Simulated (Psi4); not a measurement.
# UPBE0/def2-TZVPP (core potential) run of SnH2F (SMILES [F][SnH2])

Aim: the vertical doublet–quartet gap of SnH2F at UPBE0/def2-TZVPP (core potential), from 2 runs. 

The results are computed with Psi4 1.11.

### Step 1. The system as given

The species is SnH2F (4 atoms), meant as a doublet with charge 0. SMILES: `[F][SnH2]`. Geometry: relaxed at PBE0-D4/def2-TZVP.

Bond lengths: F1–Sn2 1.932 Å, Sn2–H3 1.726 Å, Sn2–H4 1.726 Å. Angles: F1–Sn2–H3 103.3°, F1–Sn2–H4 103.3°, H3–Sn2–H4 113.3°.

### Step 2. Energy and gradient at UPBE0/def2-TZVPP (core potential)

File run.py:

```python
import psi4

psi4.set_memory('2200 MB')
psi4.set_num_threads(1)
psi4.set_output_file('output.dat', False)

geom = psi4.geometry("""
0 2
F
Sn 1 1.9318
H 2 1.726384 1 103.33191
H 2 1.726338 3 113.26008 1 111.0924
units angstrom
symmetry c1
""")

options = {'reference': 'uks', 'puream': True, 'e_convergence': 1e-09, 'd_convergence': 1e-08, 'scf_type': 'pk', 'dft_radial_points': 99, 'dft_spherical_points': 590, 'maxiter': 100}
psi4.set_options(options)

e, wfn = psi4.gradient("pbe0/def2-TZVPP", molecule=geom, return_wfn=True)
psi4.oeprop(wfn, "MAYER_INDICES", "MULLIKEN_CHARGES", "DIPOLE")
print('gradient / Eh bohr^-1')
print(e.np.round(6))
print(f'energy = {wfn.energy():.10f} Eh')
for k, v in sorted(psi4.core.scalar_variables().items()):
    print(f'{k:45s} {v:18.10f}')
```

The run is started by

```
$ python run.py
```

output.dat:

```text
[...]
    !!!  WARNING: ECP capability is in beta. Please check occupations closely.  !!!
[...]
  Running in c1 symmetry.
[...]
  Nuclear repulsion =   71.224956276788845
[...]
  Multiplicity = 2
[...]
  Nalpha       = 17
  Nbeta        = 16
[...]
    Number of basis functions: 109
[...]
 WARNING: Atomic UHF is not converging! Try casting from a smaller basis or call Rob at CCMST.
   -------------------------
[...]
   @UKS iter   1:  -315.09986162298384   -1.33993e+00   6.42272e-03 ADIIS/DIIS
[...]
   @UKS iter  13:  -315.27941397055713   -3.06954e-12   3.36952e-09 DIIS
[...]
   @S^2 Observed:                7.524423035E-01
[...]
    Orbital Energies [Eh]
    ---------------------
    Alpha Occupied:
       1A    -24.713381     2A     -5.169031     3A     -3.503999
       4A     -3.501165     5A     -3.497898     6A     -1.165205
       7A     -1.067345     8A     -1.067258     9A     -1.063830
      10A     -1.062666    11A     -1.048131    12A     -0.540212
      13A     -0.412697    14A     -0.405620    15A     -0.396564
      16A     -0.349969    17A     -0.246977
    Alpha Virtual:
      18A     -0.034574    19A      0.013355    20A      0.029230
      21A      0.090340    22A      0.092815    23A      0.124852
      24A      0.157413    25A      0.186229    26A      0.187161
[...]
  @UKS Final Energy:  -315.27941397055713
   => Energetics <=
    Nuclear Repulsion Energy =             71.2249562767888449
    One-Electron Energy =                -659.3100193228062835
    Two-Electron Energy =                 295.0167106032418474
    DFT Exchange-Correlation Energy =     -22.2110615277815064
    Empirical Dispersion Energy =           0.0000000000000000
    VV10 Nonlocal Energy =                  0.0000000000000000
    Total Energy =                       -315.2794139705571297
[...]
  -Total Gradient:
     Atom            X                  Y                   Z
    ------   -----------------  -----------------  -----------------
       1       -0.000012289038    -0.000008947140     0.000098004787
       2        0.000025901676     0.000028733044    -0.000071029194
       3       -0.000050922428     0.000056724096    -0.000010732072
       4        0.000036133187    -0.000077214724    -0.000011657332
[...]
 Multipole Moments:
 ------------------------------------------------------------------------------------
     Multipole            Electronic (a.u.)      Nuclear  (a.u.)        Total (a.u.)
 ------------------------------------------------------------------------------------
 L = 1.  Multiply by 2.5417464519 to convert [e a0] to [Debye]
 Dipole X            :          2.2224238           -2.1363690            0.0860549
 Dipole Y            :          1.3290288           -1.2775181            0.0515107
 Dipole Z            :         16.5230287          -15.4638787            1.0591500
 Magnitude           :                                                    1.0638879
[...]
  Mulliken Charges: (a.u.)
   Center  Symbol    Alpha    Beta     Spin     Total
       1     F     4.76418  4.72480  0.03938 -0.48897
       2    SN    11.00611 10.27975  0.72636  0.71415
       3     H     0.61486  0.49773  0.11713 -0.11259
       4     H     0.61486  0.49773  0.11713 -0.11259
   Total alpha = 17.00000, Total beta = 16.00000, Total charge = -0.00000
  Mayer Bond Indices:
  Total Bond Index:
  Irrep: 1 Size: 4 x 4
[...]
```

Standard output:

```text
gradient / Eh bohr^-1
[[-1.2e-05 -9.0e-06  9.8e-05]
 [ 2.6e-05  2.9e-05 -7.1e-05]
 [-5.1e-05  5.7e-05 -1.1e-05]
 [ 3.6e-05 -7.7e-05 -1.2e-05]]
energy = -315.2794139706 Eh
CURRENT ENERGY                                   -315.2794139706
CURRENT REFERENCE ENERGY                         -315.2794139706
DD SOLVATION ENERGY                                 0.0000000000
DFT FUNCTIONAL TOTAL ENERGY                      -315.2794139706
DFT TOTAL ENERGY                                 -315.2794139706
DFT VV10 ENERGY                                     0.0000000000
DFT XC ENERGY                                     -22.2110615278
GRID ELECTRONS ALPHA                               17.0000001632
GRID ELECTRONS BETA                                16.0000001766
GRID ELECTRONS TOTAL                               33.0000003398
NUCLEAR REPULSION ENERGY                           71.2249562768
ONE-ELECTRON ENERGY                              -659.3100193228
PCM POLARIZATION ENERGY                             0.0000000000
PE ENERGY                                           0.0000000000
SCF ITERATION ENERGY                             -315.2794139706
SCF ITERATIONS                                     13.0000000000
SCF TOTAL ENERGY                                 -315.2794139706
TWO-ELECTRON ENERGY                               295.0167106032
XC GRID RADIAL POINTS                              99.0000000000
XC GRID SPHERICAL POINTS                          590.0000000000
XC GRID TOTAL POINTS                           224522.0000000000
```

Wall time 30 s (1 thread of Intel Xeon Platinum 8375C at 2.90GHz (Ice Lake), shared host); peak memory 0.77 GiB.

### Step 3. The quartet at the same level

File fh2sn.json:

```json
{
  "schema_name": "qcschema_input",
  "schema_version": 1,
  "molecule": {
    "schema_name": "qcschema_molecule",
    "schema_version": 2,
    "symbols": ["F", "Sn", "H", "H"],
    "geometry": [-2.93398878, -0.35904796, 1.21074753, 0.05347925, -0.45769167, -0.88495874, 2.2376247, -1.99252723, 0.99040546, 0.74776463, 2.6951274, -1.35436671],
    "molecular_charge": 0,
    "molecular_multiplicity": 4,
    "fix_symmetry": "c1"
  },
  "driver": "gradient",
  "model": {
    "method": "pbe0",
    "basis": "def2-TZVPP"
  },
  "keywords": {
    "reference": "uks",
    "puream": true,
    "e_convergence": 1e-09,
    "d_convergence": 1e-08,
    "scf_type": "pk",
    "dft_radial_points": 99,
    "dft_spherical_points": 590,
    "maxiter": 100,
    "scf_properties": ["MULLIKEN_CHARGES", "LOWDIN_CHARGES", "DIPOLE"]
  }
}
```

The run is started by

```
$ psi4 --qcschema fh2sn.json -n 1 --memory 2200MB
```

stdout, cut to the lines that bear on the results:

```text
[...]
    !!!  WARNING: ECP capability is in beta. Please check occupations closely.  !!!
[...]
  Running in c1 symmetry.
[...]
  Nuclear repulsion =   71.224961432234309
[...]
  Multiplicity = 4
[...]
  Nalpha       = 18
  Nbeta        = 15
[...]
    Number of basis functions: 109
[...]
   @UKS iter   1:  -314.81293372313337   -1.05096e+00   7.00771e-03 DIIS/ADIIS
[...]
   @UKS iter  18:  -315.04896396800319   -6.53699e-12   5.87437e-09 DIIS
[...]
   @S^2 Observed:                3.763238705E+00
[...]
  @UKS Final Energy:  -315.04896396800319
   => Energetics <=
    Nuclear Repulsion Energy =             71.2249614322343092
    One-Electron Energy =                -658.4480092688698960
    Two-Electron Energy =                 294.3279378257017243
    DFT Exchange-Correlation Energy =     -22.1538539570693409
    Empirical Dispersion Energy =           0.0000000000000000
    VV10 Nonlocal Energy =                  0.0000000000000000
    Total Energy =                       -315.0489639680031928
[...]
 Multipole Moments:
 ------------------------------------------------------------------------------------
     Multipole            Electronic (a.u.)      Nuclear  (a.u.)        Total (a.u.)
 ------------------------------------------------------------------------------------
 L = 1.  Multiply by 2.5417464519 to convert [e a0] to [Debye]
 Dipole X            :         12.0975549          -11.3966557            0.7008992
 Dipole Y            :         -1.5176351            1.6850365            0.1674013
 Dipole Z            :        -10.7220625           10.6115280           -0.1105345
 Magnitude           :                                                    0.7290410
[...]
  Mulliken Charges: (a.u.)
   Center  Symbol    Alpha    Beta     Spin     Total
       1     F     4.80987  4.53351  0.27636 -0.34338
       2    SN    11.76482 10.03090  1.73392  0.20428
       3     H     0.71267  0.21777  0.49490  0.06956
[...]
  -Total Gradient:
     Atom            X                  Y                   Z
    ------   -----------------  -----------------  -----------------
       1        0.034946306175    -0.003737720817    -0.029688829727
       2       -0.007627503972     0.024464710518     0.053763816210
       3       -0.016831222755    -0.000366643903    -0.017039481539
       4       -0.010482581322    -0.020359818567    -0.007037624065
[...]
```

The result, in JSON:

```text
{
 "driver": "gradient",
 "model": {
  "method": "pbe0",
  "basis": "def2-TZVPP"
 },
 "success": true,
 "return_result": [0.03494630617450137, -0.003737720816986153, -0.029688829726811063, -0.007627503971702705, 0.024464710518091314, 0.05376381620978525, -0.01683122275462961, -0.00036664390250813056, -0.017039481539028498, -0.010482581321926839, -0.020359818566560176, -0.007037624064970705],
 "properties": {
  "calcinfo_nbasis": 109,
  "calcinfo_nmo": 109,
  "calcinfo_nalpha": 18,
  "calcinfo_nbeta": 15,
  "calcinfo_natom": 4,
  "nuclear_repulsion_energy": 71.22496143223431,
  "return_energy": -315.0489639680032,
  "return_gradient": [0.03494630617450137, -0.003737720816986153, -0.029688829726811063, -0.007627503971702705, 0.024464710518091314, 0.05376381620978525, -0.01683122275462961, -0.00036664390250813056, -0.017039481539028498, -0.010482581321926839, -0.020359818566560176, -0.007037624064970705],
  "scf_one_electron_energy": -658.4480092688699,
  "scf_two_electron_energy": 294.3279378257017,
  "scf_xc_energy": -22.15385395706934,
  "scf_dipole_moment": [0.7008992378764098, 0.16740134751118552, -0.11053446971244796],
  "scf_total_energy": -315.0489639680032,
  "scf_total_gradient": [0.03494630617450137, -0.003737720816986153, -0.029688829726811063, -0.007627503971702705, 0.024464710518091314, 0.05376381620978525, -0.01683122275462961, -0.00036664390250813056, -0.017039481539028498, -0.010482581321926839, -0.020359818566560176, -0.007037624064970705],
  "scf_iterations": 18
 }
}
```

It took 36 s on 1 thread of Intel Xeon Platinum 8375C at 2.90GHz (Ice Lake), shared host; peak memory 0.77 GiB.

### Step 4. What came out

Level: UPBE0/def2-TZVPP (core potential).

| quantity | value |
| --- | --- |
| doublet: total energy | -315.27941 Eh |
| doublet: dipole moment | 2.70 D |
| doublet: HOMO energy (highest over α and β) | -6.72 eV |
| doublet: LUMO energy (lowest over α and β) | -3.60 eV |
| doublet: ⟨S²⟩ | 0.752 |
| doublet: largest force on an atom | 0.005 eV/Å |
| quartet: total energy | -315.04896 Eh |
| quartet: dipole moment | 1.85 D |
| quartet: HOMO energy (highest over α and β) | -3.18 eV |
| quartet: ⟨S²⟩ | 3.763 |
| quartet: largest force on an atom | 3.063 eV/Å |
| vertical energy of the quartet above the doublet | 6.271 eV |

What this shows: At this shape the quartet lies 6.27 eV (145 kcal/mol) above the doublet. Mulliken charges (quartet) run from -0.34 on F1 to +0.20 on Sn2; they depend strongly on the basis.
